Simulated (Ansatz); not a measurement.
# ClFH4O2Si2: one species, many methods

How much do the methods differ for ClFH4O2Si2? The plan is to run it at one geometry with functionals of several rungs and with coupled cluster. The yardstick is the atomisation energy at the CCSD(T) limit.

Computed with Ansatz 0.2.0, Gaussian basis. Level: functionals in def2-TZVPP, the program's frozen cores in correlated methods.

Levels to be run: PBE-D4, r2SCAN-D4, PBE0-D4, B3LYP-D4, ωB97X-V, ωB97M-V, B2PLYP; CCSD(T)/def2-TZVPP; MP2/def2-QZVPP; extrapolation to the limit.

**1. The geometry**

An earlier PBE0-D4 in a triple-zeta def2 set relaxation fixed the geometry.

10 atoms, charge 0, spin multiplicity 1.

Atoms are counted from 1 here; the program's logs count them from 0.

Bond lengths: O1–Si2 1.614 Å, O1–H7 0.959 Å, Si2–F3 1.582 Å, Si2–Cl4 2.021 Å, Si2–O5 1.605 Å, O5–Si6 1.646 Å, Si6–H8 1.482 Å, Si6–H9 1.483 Å, Si6–H10 1.483 Å. Angles: Si2–O1–H7 118.6°, O1–Si2–F3 110.5°, O1–Si2–Cl4 107.4°, O1–Si2–O5 111.8°, F3–Si2–Cl4 107.7°, F3–Si2–O5 107.8°, Cl4–Si2–O5 111.5°, Si2–O5–Si6 147.8°, O5–Si6–H8 107.3°, O5–Si6–H9 109.6°, O5–Si6–H10 109.6°, H8–Si6–H9 110.3°, H8–Si6–H10 110.0°, H9–Si6–H10 109.9°.

**2. PBE-D4 (GGA)**

File in.yaml:

```yaml
crystal:
  periodic: [false, false, false]
  atoms:
    - {symbol: O, position_ang: [-2.186845, 1.262640, 0.083815]}
    - {symbol: Si, position_ang: [-0.582005, 1.144388, 0.209200]}
    - {symbol: F, position_ang: [-0.087114, 1.750706, 1.584578]}
    - {symbol: Cl, position_ang: [0.223588, 2.254088, -1.275961]}
    - {symbol: O, position_ang: [-0.088393, -0.380886, 0.138482]}
    - {symbol: Si, position_ang: [1.107388, -1.440965, -0.255373]}
    - {symbol: H, position_ang: [-2.733284, 0.684248, 0.618355]}
    - {symbol: H, position_ang: [0.521320, -2.801125, -0.217132]}
    - {symbol: H, position_ang: [1.614230, -1.138010, -1.615729]}
    - {symbol: H, position_ang: [2.211115, -1.335073, 0.729765]}
basis:
  gaussian: {orbitals: def2-TZVPP}
hamiltonian: {xc: pbe, dispersion: d4}
output: {forces: true, orbitals: {seedname: orbitals}}
```

Started as:

```console
$ ansatz run in.yaml --threads 2 --pin off --events-out ev --progress --plain --max-ram 31744MiB --backend cuda --devices 0, --max-vram 18GiB
```

After this run come: r2SCAN-D4 (meta-GGA); PBE0-D4 (hybrid); B3LYP-D4 (hybrid); ωB97X-V (range-separated); ωB97M-V (range-separated); B2PLYP (double hybrid); CCSD(T) in def2-TZVPP; MP2 in def2-QZVPP.

**Question.** What will the summary of the whole plan be? Wanted: atomisation energy, CCSD(T)/CBS; farthest; mean size of error, hybrid; mean size of error, range-separated; gap, smallest and largest; T1 diagnostic; triples share of the correlation energy.

**Answer**, as computed:

```
                               quantity                                 value
        atomisation energy, CCSD(T)/CBS                         3889.1 kJ/mol
 functionals within 19.4 kJ/mol (0.5 %)                      ωB97X-V, ωB97M-V
                               farthest                PBE0-D4 (-91.5 kJ/mol)
             mean size of error, hybrid                           77.3 kJ/mol
    mean size of error, range-separated                           13.8 kJ/mol
              gap, smallest and largest  6.80 eV (PBE-D4), 13.65 eV (ωB97X-V)
                          T1 diagnostic                                0.0109
triples share of the correlation energy                                 3.3 %
```

PBE-D4 is off by -27.3 kJ/mol. Double hybrids carry the basis error of their MP2 part in triple zeta, and no dispersion term here, so their miss is partly the set-up's. The reference freezes the cores and leaves out relativity and excitations past (T), so misses under about 19.4 kJ/mol can't be ranked. Hartree-Fock recovers 73 % of the binding; the rest is correlation. Orbital gaps span 6.8 to 13.6 eV; exact exchange widens them.
